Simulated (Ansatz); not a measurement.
# CH₅Cl₂GaS: one species, many methods

An exercise on one series of results from a longer session: the logs are not shown, and one member is left open.

Method: functionals in def2-TZVPP, the program's frozen cores in correlated methods; program: Ansatz 0.2.0, Gaussian basis.

Plan: LDA (SPW92), PBE-D4, revPBE-D4, BLYP-D4, r2SCAN-D4, B97M-V, PBE0-D4, B3LYP-D4, r2SCANh-D4, r2SCAN0-D4, HSE06-D4, BHLYP-D4, CAM-B3LYP-D4, LC-ωPBE, ωB97X-V, ωB97M-V, B2PLYP, PBE-QIDH; CCSD(T)/def2-SVP; CCSD(T)/def2-TZVPP; MP2/def2-QZVPP; extrapolation to the limit; RPA on PBE.

### The relaxed structure

All runs share one geometry, relaxed beforehand with PBE0-D4 in a triple-zeta def2 set.

SMILES `[CH3][Ga-]([SH2+])([Cl])[Cl]`, 10 atoms, charge 0, spin multiplicity 1.

Atoms are counted from 1 here; the program's logs count them from 0.

Bond lengths: C1–Ga2 1.955 Å, C1–H6 1.091 Å, C1–H7 1.091 Å, C1–H8 1.092 Å, Ga2–S3 2.584 Å, Ga2–Cl4 2.170 Å, Ga2–Cl5 2.170 Å, S3–H9 1.345 Å, S3–H10 1.345 Å. Angles: Ga2–C1–H6 110.7°, Ga2–C1–H7 110.8°, Ga2–C1–H8 109.1°, H6–C1–H7 109.6°, H6–C1–H8 108.3°, H7–C1–H8 108.3°, C1–Ga2–S3 105.4°, C1–Ga2–Cl4 120.0°, C1–Ga2–Cl5 120.0°, S3–Ga2–Cl4 94.3°, S3–Ga2–Cl5 94.3°, Cl4–Ga2–Cl5 114.0°, Ga2–S3–H9 98.1°, Ga2–S3–H10 98.1°, H9–S3–H10 92.9°.

As a file:

```tsv
atom	x (Å)	y (Å)	z (Å)
C1	-1.33421	0.14007	0.67339
Ga2	-0.18465	0.31207	-0.89894
S3	2.14291	-0.51403	-0.13852
Cl4	-0.34363	-1.11989	-2.52140
Cl5	0.52939	2.26695	-1.51280
H6	-1.39914	-0.90128	0.99191
H7	-0.95921	0.75160	1.49526
H8	-2.33884	0.48470	0.42066
H9	1.75146	-1.64327	0.47774
H10	2.21912	0.17176	1.01559
```

Set-up of the first run:

File in.yaml:

```yaml
crystal:
  periodic: [false, false, false]
  atoms:
    - {symbol: C, position_ang: [-1.334213, 0.140073, 0.673390]}
    - {symbol: Ga, position_ang: [-0.184653, 0.312069, -0.898944]}
    - {symbol: S, position_ang: [2.142912, -0.514026, -0.138524]}
    - {symbol: Cl, position_ang: [-0.343630, -1.119893, -2.521396]}
    - {symbol: Cl, position_ang: [0.529394, 2.266954, -1.512797]}
    - {symbol: H, position_ang: [-1.399144, -0.901277, 0.991914]}
    - {symbol: H, position_ang: [-0.959211, 0.751605, 1.495263]}
    - {symbol: H, position_ang: [-2.338836, 0.484700, 0.420660]}
    - {symbol: H, position_ang: [1.751459, -1.643266, 0.477741]}
    - {symbol: H, position_ang: [2.219121, 0.171763, 1.015593]}
basis:
  gaussian: {orbitals: def2-TZVPP}
hamiltonian: {xc: lda}
output: {orbitals: {seedname: orbitals}}
```

Run with:

```sh
ansatz run in.yaml --threads 8 --pin off --events-out ev --progress --plain --max-ram 18278MiB
```

Among the steps run: LDA; PBE-D4 (GGA); revPBE-D4 (GGA); BLYP-D4 (GGA); r2SCAN-D4 (meta-GGA); B97M-V (meta-GGA); B3LYP-D4 (hybrid); r2SCANh-D4 (hybrid); r2SCAN0-D4 (hybrid); HSE06-D4 (hybrid); BHLYP-D4 (hybrid); CAM-B3LYP-D4 (range-separated); LC-ωPBE (range-separated); ωB97X-V (range-separated); ωB97M-V (range-separated); B2PLYP (double hybrid); PBE-QIDH (double hybrid).

One table of the session follows, with a row left open; its other results are not shown here.

It belongs to the step «Orbital energies across the functionals». 

```
  functional  HOMO (eV)  gap (eV)
 LDA (SPW92)      -7.00      5.17
      PBE-D4      -6.84      5.12
   revPBE-D4      -6.78      5.11
     BLYP-D4      -6.68      5.06
   r2SCAN-D4      -7.16      5.71
      B97M-V      -7.23      5.70
     PBE0-D4      -8.14      7.41
    B3LYP-D4      -7.89      6.89
  r2SCANh-D4      -7.64      6.55
  r2SCAN0-D4      -8.35      7.80
    HSE06-D4      -7.74      6.63
    BHLYP-D4      -9.30      9.60
CAM-B3LYP-D4      -9.47      9.87
     LC-ωPBE     -10.85     12.50
     ωB97X-V          ?         ?
     ωB97M-V     -10.33     11.56
```

**Question.** Estimate the row for ωB97X-V.

The run gave: HOMO (eV): -10.48; gap (eV): 11.97. In the column «HOMO (eV)» it lies between LC-ωPBE (-10.85) and ωB97M-V (-10.33).
